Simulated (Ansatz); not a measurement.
# Cl2FH5OW: the cost of one run

All numbers below are computed with Ansatz 0.2.0 (RKS r2SCAN-D4/def2-SVP).

## 1. The structure to begin with

Bond lengths: W1–F2 2.200 Å, W1–H3 1.720 Å, W1–Cl4 2.390 Å, W1–H5 1.720 Å, W1–Cl6 2.390 Å, W1–H7 1.720 Å, W1–O8 2.240 Å, Cl6–H9 1.263 Å, O8–H9 1.010 Å, W1–H10 2.250 Å. Angles (14 of 31 angles, heavy atoms first): F2–W1–Cl4 90.0°, F2–W1–Cl6 90.0°, F2–W1–O8 71.6°, Cl4–W1–Cl6 180.0°, Cl4–W1–O8 133.4°, Cl6–W1–O8 46.6°, F2–W1–H3 90.0°, F2–W1–H5 90.0°, F2–W1–H7 180.0°, F2–W1–H10 34.3°, H3–W1–Cl4 90.0°, H3–W1–Cl6 90.0°, H3–W1–O8 49.1°, Cl4–W1–H5 90.0°.

Structure file:

```xyz
10

W     0.0000    0.0000    0.0000
F     0.0000    0.0000    2.2000
H     1.7200    0.0000    0.0000
Cl    0.0000    2.3900    0.0000
H    -1.7200    0.0000    0.0000
Cl    0.0000   -2.3900    0.0000
H     0.0000    0.0000   -1.7200
O     1.4672   -1.5382    0.7063
H     1.0148   -2.4401    0.7510
H     0.8742   -0.9165    1.8599
```

## 2. A restrained relaxation towards end A

Springs on the bonds that form and break draw the guess towards this end; the thresholds are loose.

The input, input.yaml:

```yaml
crystal:
  periodic: [false, false, false]
  atoms:
    - { symbol: W, position_ang: [0.0, 0.0, 0.0] }
    - { symbol: F, position_ang: [0.0, 0.0, 2.2] }
    - { symbol: H, position_ang: [1.72, 0.0, 0.0] }
    - { symbol: Cl, position_ang: [0.0, 2.39, 0.0] }
    - { symbol: H, position_ang: [-1.72, 0.0, 0.0] }
    - { symbol: Cl, position_ang: [0.0, -2.39, 0.0] }
    - { symbol: H, position_ang: [0.0, 0.0, -1.72] }
    - { symbol: O, position_ang: [1.4672, -1.5382, 0.7063] }
    - { symbol: H, position_ang: [1.0148, -2.4401, 0.751] }
    - { symbol: H, position_ang: [0.8742, -0.9165, 1.8599] }
basis:
  gaussian: { orbitals: def2-SVP }
hamiltonian:
  xc: r2scan
  dispersion: d4
relax:
  f_tol: 0.15
  max_steps: 25
  restrain:
    - { distance: [0, 7], at: 3.14, k: 30.0 }
    - { distance: [9, 1], at: 2.12, k: 30.0 }
    - { distance: [0, 1], at: 1.85, k: 30.0 }
    - { distance: [9, 7], at: 1.01, k: 30.0 }
```

On the command line:

```bash
$ ansatz run input.yaml --threads 4 --pin off --max-ram 5120MiB --backend cpu --events-out ev --progress --plain --runs-dir out
```

What time and memory should one allow on 4 threads of Arm Neoverse V1, shared host?

About 86 s, with a peak of 0.31 GiB.
